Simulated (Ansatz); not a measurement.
# C₂H₅FN₂Si: a ladder of functionals and wavefunction methods

How much do the methods differ for C₂H₅FN₂Si? The plan is to run it at one geometry with functionals of several rungs and with coupled cluster. The yardstick is the atomisation energy at the CCSD(T) limit.

Method: functionals in def2-TZVPP, the program's frozen cores in correlated methods; program: Ansatz 0.2.0, Gaussian basis.

The runs, in order: PBE-D4, r2SCAN-D4, PBE0-D4, B3LYP-D4, ωB97X-V, ωB97M-V, B2PLYP; CCSD(T)/def2-TZVPP; MP2/def2-QZVPP; extrapolation to the limit.

## (1) The geometry

The geometry comes from an earlier relaxation with PBE0-D4 in a triple-zeta def2 set; it is a stationary point, not always the lowest conformer.

SMILES `N#CC(N)(F)[SiH3]`, 11 atoms, charge 0, spin multiplicity 1.

Atoms are counted from 1 here; the program's logs count them from 0.

Bond lengths: N1–C2 1.149 Å, C2–C3 1.464 Å, C3–N4 1.402 Å, C3–F5 1.419 Å, C3–Si6 1.929 Å, N4–H7 1.012 Å, N4–H8 1.009 Å, Si6–H9 1.479 Å, Si6–H10 1.480 Å, Si6–H11 1.485 Å. Angles: N1–C2–C3 177.3°, C2–C3–N4 110.2°, C2–C3–F5 106.1°, C2–C3–Si6 110.1°, N4–C3–F5 113.2°, N4–C3–Si6 110.7°, F5–C3–Si6 106.5°, C3–N4–H7 114.1°, C3–N4–H8 113.2°, H7–N4–H8 111.3°, C3–Si6–H9 108.7°, C3–Si6–H10 108.8°, C3–Si6–H11 105.3°, H9–Si6–H10 111.6°, H9–Si6–H11 111.3°, H10–Si6–H11 110.9°.

Coordinates:

```mol
C2H5FN2Si
  3D, bonds by distance, orders not assigned

 11 10  0  0  0  0  0  0  0  0999 V2000
    1.3228   -2.4645    0.1530 N   0  0
    0.7922   -1.4873   -0.1378 C   0  0
    0.1376   -0.2150   -0.4488 C   0  0
   -1.2078   -0.4317   -0.7780 N   0  0
    0.8849    0.3639   -1.5065 F   0  0
    0.2863    0.9915    1.0494 Si  0  0
   -1.3469   -1.0929   -1.5307 H   0  0
   -1.7196    0.4229   -0.9416 H   0  0
    1.7046    1.3810    1.2063 H   0  0
   -0.2304    0.3149    2.2602 H   0  0
   -0.5586    2.1604    0.6952 H   0  0
  1  2  8  0
  2  3  8  0
  3  4  8  0
  3  5  8  0
  3  6  8  0
  4  7  8  0
  4  8  8  0
  6  9  8  0
  6 10  8  0
  6 11  8  0
M  END
```

## (2) PBE-D4 (GGA)

Input file in.yaml:

```yaml
crystal:
  periodic: [false, false, false]
  atoms:
    - {symbol: N, position_ang: [1.322838, -2.464520, 0.153031]}
    - {symbol: C, position_ang: [0.792248, -1.487316, -0.137833]}
    - {symbol: C, position_ang: [0.137595, -0.215013, -0.448802]}
    - {symbol: N, position_ang: [-1.207777, -0.431695, -0.778005]}
    - {symbol: F, position_ang: [0.884938, 0.363862, -1.506489]}
    - {symbol: Si, position_ang: [0.286321, 0.991452, 1.049383]}
    - {symbol: H, position_ang: [-1.346866, -1.092921, -1.530718]}
    - {symbol: H, position_ang: [-1.719624, 0.422872, -0.941613]}
    - {symbol: H, position_ang: [1.704650, 1.381044, 1.206260]}
    - {symbol: H, position_ang: [-0.230359, 0.314856, 2.260151]}
    - {symbol: H, position_ang: [-0.558565, 2.160381, 0.695235]}
basis:
  gaussian: {orbitals: def2-TZVPP}
hamiltonian: {xc: pbe, dispersion: d4}
output: {forces: true, orbitals: {seedname: orbitals}}
```

Launch:

```sh
ansatz run in.yaml --threads 4 --pin off --events-out ev --progress --plain --max-ram 10444MiB
```

The runs that follow: r2SCAN-D4 (meta-GGA); PBE0-D4 (hybrid); B3LYP-D4 (hybrid); ωB97X-V (range-separated); ωB97M-V (range-separated); B2PLYP (double hybrid); CCSD(T) in def2-TZVPP; MP2 in def2-QZVPP.

Q: Predict the results of all the runs planned. Wanted: atomisation energy, CCSD(T)/CBS; farthest; mean size of error, hybrid; mean size of error, range-separated; gap, smallest and largest; T1 diagnostic; triples share of the correlation energy.

The runs gave:

| quantity | value |
| --- | --- |
| atomisation energy, CCSD(T)/CBS | 993.8 kcal/mol |
| functionals within 5.0 kcal/mol (0.5 %) | r2SCAN-D4, PBE0-D4 |
| farthest | PBE-D4 (+36.2 kcal/mol) |
| mean size of error, hybrid | 4.5 kcal/mol |
| mean size of error, range-separated | 7.9 kcal/mol |
| gap, smallest and largest | 5.74 eV (PBE-D4), 12.74 eV (ωB97X-V) |
| T1 diagnostic | 0.0134 |
| triples share of the correlation energy | 4.1 % |

In words: PBE-D4 misses by +36.2 kcal/mol. Double hybrids carry the basis error of their MP2 part in triple zeta, and no dispersion term here, so their miss is partly the set-up's. Misses under about 5.0 kcal/mol are within the doubt on the reference itself, which lacks core-valence correlation, relativity and higher excitations. Hartree-Fock recovers 67 % of the binding; the rest is correlation. Orbital gaps span 5.7 to 12.7 eV; exact exchange widens them.
